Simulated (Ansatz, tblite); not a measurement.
**(ClBe-mu-OH)2 (Be2Cl2H2O2): spin-state energies by level**

Is the singlet the ground state of (ClBe-mu-OH)2 (Be2Cl2H2O2)? Other spin states are computed and compared level by level.

Method: as each input shows; program: Ansatz 0.2.0, Gaussian basis.

Levels to be run: triplet, at the geometry of the singlet (GFN1-xTB, GFN2-xTB, PBE0-D4/def2-TZVP, PBE-D4/def2-TZVP, r2SCAN-D4/def2-TZVP); the singlet's energies come from earlier runs.

## (1) The structure

The singlet was relaxed beforehand with r2SCAN-D4/def2-SVP.

8 atoms, charge 0, spin multiplicity 1.

Bond lengths: Be1–Cl2 1.858 Å, Be1–O3 1.597 Å, Be1–O6 1.597 Å, O3–Be4 1.597 Å, O3–H7 0.961 Å, Be4–Cl5 1.858 Å, Be4–O6 1.597 Å, O6–H8 0.961 Å. Angles: Cl2–Be1–O3 135.4°, Cl2–Be1–O6 135.4°, O3–Be1–O6 89.2°, Be1–O3–Be4 90.8°, Be1–O3–H7 134.6°, Be4–O3–H7 134.6°, O3–Be4–Cl5 135.4°, O3–Be4–O6 89.2°, Cl5–Be4–O6 135.4°, Be1–O6–Be4 90.8°, Be1–O6–H8 134.6°, Be4–O6–H8 134.6°.

## (2) Triplet at the fixed geometry, GFN1-xTB

Tight binding, by tblite at 300 K electronic temperature and without a spin-polarisation term:

```python
tblite.interface.Calculator('GFN1-xTB', numbers, positions, charge=0, uhf=2).singlepoint()
```

Energy -557.0381 eV; 0.008 s.

## (3) Triplet at the fixed geometry, GFN2-xTB

Tight binding, by tblite at 300 K electronic temperature and without a spin-polarisation term:

```python
tblite.interface.Calculator('GFN2-xTB', numbers, positions, charge=0, uhf=2).singlepoint()
```

Energy -533.5094 eV; 0.011 s.

## (4) Triplet at the fixed geometry, PBE0-D4/def2-TZVP

File in.yaml:

```yaml
crystal:
  periodic: [false, false, false]
  atoms:
    - {symbol: Be, position_ang: [-0.382828, 0.968756, 0.456638]}
    - {symbol: Cl, position_ang: [-1.004895, 2.551379, 1.205028]}
    - {symbol: O, position_ang: [0.386487, 0.570265, -0.885400]}
    - {symbol: Be, position_ang: [0.381357, -0.968816, -0.457487]}
    - {symbol: Cl, position_ang: [1.007921, -2.551044, -1.202994]}
    - {symbol: O, position_ang: [-0.388615, -0.570446, 0.884197]}
    - {symbol: H, position_ang: [0.720133, 1.058641, -1.642486]}
    - {symbol: H, position_ang: [-0.719550, -1.058745, 1.642515]}
basis:
  gaussian: {orbitals: def2-TZVP}
magnetization: {spin_polarized: true, initial_magnetization: 2}
hamiltonian: {xc: pbe0, dispersion: d4}
scf: {omitted_lower_state_checks: [starts]}
output: {orbitals: {seedname: orbitals}}
```

The run is started by

```
$ ansatz run in.yaml --threads 2 --pin off --events-out ev --progress --plain --max-ram 4352MiB
```

The log of the run:

```text
Functional definition: PBE0
  name "PBE0"
  cite "Adamo & Barone, J. Chem. Phys. 110, 6158 (1999) doi:10.1063/1.478522"
  cite "Perdew, Burke & Ernzerhof, Phys. Rev. Lett. 77, 3865 (1996) doi:10.1103/PhysRevLett.77.3865"
  parent pbe
  parameter a = 0.25
  parameter kappa = 0.804
  parameter beta = 0.06672455060314922
  exchange = (1 - a)*pbe_x(kappa = kappa, mu = beta*pi^2/3) + a*exact_x
  correlation = pbe_c(beta = beta)
these checks for a lower state are left out or cut short: starts
1208 factors; their error is unknown
mean field evaluation 1: about -29956.2954 eV, gradient 5.2e1 eV
mean field evaluation 2: about -29922.8312 eV, gradient 1.0e2 eV
mean field evaluation 4: about -29965.4262 eV, gradient 4.4e0 eV
mean field evaluation 8: about -29965.4966 eV, gradient 2.5e-1 eV
mean field evaluation 16: about -29965.5779 eV, gradient 2.3e-3 eV
mean field -29965.57792734 eV, -1101.2146774316 hartree, gradient 8.4e-6 eV, S^2 2.004477; 0 other end points of the search recorded, 0 dependent functions left out
reference -29965.57797349 eV, -1101.2146791275 hartree; 31, 29 occupied and 155, 157 virtual orbitals, 1208 factors
Total energy: -29965.73697041 eV, -1101.2205221565 hartree
Checks for a lower state left out: starts
```

Wall time 15 s (2 threads of Intel Xeon Platinum 8488C, shared host); peak memory 0.89 GiB.

HOMO -2.22 eV, LUMO -8.55 eV (over both spins; with the spin held, an empty level of the minority spin lies below the top filled one); ⟨S²⟩ 2.004 (pure: 2.00).

## (5) Triplet at the fixed geometry, PBE-D4/def2-TZVP

start.molden holds the orbitals of an earlier run on this state, given as this run's starting guess.

in.yaml: that of step 4 with these lines changed.

```diff
@@ -12,5 +12,5 @@
 basis:
-  gaussian: {orbitals: def2-TZVP}
+  gaussian: {orbitals: def2-TZVP, initial_orbitals: start.molden}
 magnetization: {spin_polarized: true, initial_magnetization: 2}
-hamiltonian: {xc: pbe0, dispersion: d4}
+hamiltonian: {xc: pbe, dispersion: d4}
 scf: {omitted_lower_state_checks: [starts]}
```

The command is unchanged.

The log of the run:

```text
Functional definition: PBE
  name "PBE"
  cite "Perdew, Burke & Ernzerhof, Phys. Rev. Lett. 77, 3865 (1996) doi:10.1103/PhysRevLett.77.3865"
  parent pbe
  parameter kappa = 0.804
  parameter beta = 0.06672455060314922
  exchange = pbe_x(kappa = kappa, mu = beta*pi^2/3)
  correlation = pbe_c(beta = beta)
these checks for a lower state are left out or cut short: starts
1184 factors; their error is unknown
mean field evaluation 1: about -29963.8065 eV, gradient 9.6e0 eV
mean field evaluation 2: about -29963.9307 eV, gradient 2.1e-1 eV
mean field evaluation 4: about -29963.9181 eV, gradient 1.2e-2 eV
mean field evaluation 8: about -29963.9052 eV, gradient 2.1e0 eV
mean field evaluation 16: about -29963.9263 eV, gradient 5.1e-1 eV
mean field -29963.92779180 eV, -1101.1540360689 hartree, gradient 2.5e-6 eV, S^2 2.001517; 1 other end points of the search recorded, 0 dependent functions left out
reference -29963.92785441 eV, -1101.1540383698 hartree; 31, 29 occupied and 155, 157 virtual orbitals, 1184 factors
Total energy: -29964.11309440 eV, -1101.1608458137 hartree
Checks for a lower state left out: starts
```

Wall time 12 s (2 threads of Intel Xeon Platinum 8488C, shared host).

Report: HOMO -1.94 eV, LUMO -8.68 eV (over both spins; with the spin held, an empty level of the minority spin lies below the top filled one); ⟨S²⟩ 2.002 (pure: 2.00); the next solution that the search met lies 0.010 eV higher.

## (6) Triplet at the fixed geometry, r2SCAN-D4/def2-TZVP

in.yaml: that of step 5 with these lines changed.

```diff
@@ -14,3 +14,3 @@
 magnetization: {spin_polarized: true, initial_magnetization: 2}
-hamiltonian: {xc: pbe, dispersion: d4}
+hamiltonian: {xc: r2scan, dispersion: d4}
 scf: {omitted_lower_state_checks: [starts]}
```

Same command.

The log of the run, cut to the lines that bear on the results:

```text
Functional definition: r2SCAN
  name "r2SCAN"
  cite "Furness, Kaplan, Ning, Perdew & Sun, J. Phys. Chem. Lett. 11, 8208 (2020) doi:10.1021/acs.jpclett.0c02405"
  cite "Furness, Kaplan, Ning, Perdew & Sun, J. Phys. Chem. Lett. 11, 9248 (2020) doi:10.1021/acs.jpclett.0c03077"
  parent r2scan
[...]
1184 factors; their error is unknown
[...]
mean field -29975.89042725 eV, -1101.5936548131 hartree, gradient 2.2e-6 eV, S^2 2.003429; 1 other end points of the search recorded, 0 dependent functions left out
reference -29975.89045847 eV, -1101.5936559606 hartree; 31, 29 occupied and 155, 157 virtual orbitals, 1184 factors
Total energy: -29975.93817541 eV, -1101.5954095256 hartree
Checks for a lower state left out: starts
```

Run time: 27 s. Hardware: 2 threads of Intel Xeon Platinum 8488C, shared host.

Report: HOMO -1.92 eV, LUMO -8.96 eV (over both spins; with the spin held, an empty level of the minority spin lies below the top filled one); ⟨S²⟩ 2.003 (pure: 2.00).

## (7) Triplet less singlet, vertical

The singlet's energies are those of its earlier runs, whose logs aren't repeated here.

| level | triplet less singlet, vertical (kJ/mol) | time |
| --- | --- | --- |
| GFN1-xTB | +706.7 | 0.015 s |
| GFN2-xTB | +690.3 | 0.017 s |
| PBE-D4/def2-TZVP | +612.5 | 14 s |
| r2SCAN-D4/def2-TZVP | +660.8 | 30 s |
| PBE0-D4/def2-TZVP | +689.3 | 17 s |

Times add the two runs; a level without a time comes out of a correlated run. Tight binding without a spin term can't rank spin states.

## (8) What came out

```
                                                quantity                                       value
triplet less singlet, vertical, functionals in def2-TZVP  +612.5 (PBE-D4) to +689.3 kJ/mol (PBE0-D4)
```

In words: All functionals put the triplet above the singlet, over a spread of 76.8 kJ/mol. The checks for a lower triplet were left out, so another state of that spin may lie lower. These are electronic energies, without zero-point motion, entropy or surroundings.
